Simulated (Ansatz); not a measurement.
Working through a single point from an input written key by key of C2H7B2N, SMILES BC=C(B)N

Computed with Ansatz 0.2.0, Python API.

At the Python prompt:
```pycon
>>> import ansatz as az
>>> DECK = """
... crystal:
...   periodic: [false, false, false]
...   atoms:
...     - { symbol: B, position_ang: [-1.4548, 1.4086, 0.2949] }
...     - { symbol: C, position_ang: [-0.9075, 0.0001, 0.3683] }
...     - { symbol: C, position_ang: [0.2848, -0.3684, -0.0688] }
...     - { symbol: B, position_ang: [0.8298, -1.8599, 0.1066] }
...     - { symbol: "N", position_ang: [1.2476, 0.5387, -0.6733] }
...     - { symbol: H, position_ang: [-2.5939, 1.6622, 0.693] }
...     - { symbol: H, position_ang: [-0.8905, 2.3708, -0.1704] }
...     - { symbol: H, position_ang: [-1.5237, -0.7167, 0.8089] }
...     - { symbol: H, position_ang: [1.8273, -2.2042, -0.2127] }
...     - { symbol: H, position_ang: [0.0299, -2.6623, 0.6222] }
...     - { symbol: H, position_ang: [2.1739, 0.2125, -0.9495] }
...     - { symbol: H, position_ang: [1.0541, 1.5635, -0.785] }
... basis:
...   gaussian: { orbitals: cc-pVDZ }
... hamiltonian:
...   xc: r2scan
... """
>>> session = az.Session.from_yaml(DECK)
>>> rep = session.plan(threads=1).execute().report
>>> print(f"E = {rep['free_energy_ev']:.6f} eV = {rep['free_energy_ev'] / 27.211386246:.7f} Ha")
E = -5025.631967 eV = -184.6885683 Ha
>>> print("converged:", rep["converged"], " doubts:", rep["published_state_doubts"] or "none")
converged: True  doubts: none
>>> symbols = ["B", "C", "C", "B", "N", "H", "H", "H", "H", "H", "H", "H"]
```

Notes:
- Total energies depend on the basis set; only differences at equal settings carry meaning.
- The geometry is a force-field or estimated start, not a minimum of this method, and the basis set is short of its limit.
- It ran for 4.8 s on 1 thread of Arm Neoverse V2, with other jobs on the host, peak memory 0.2 GiB.
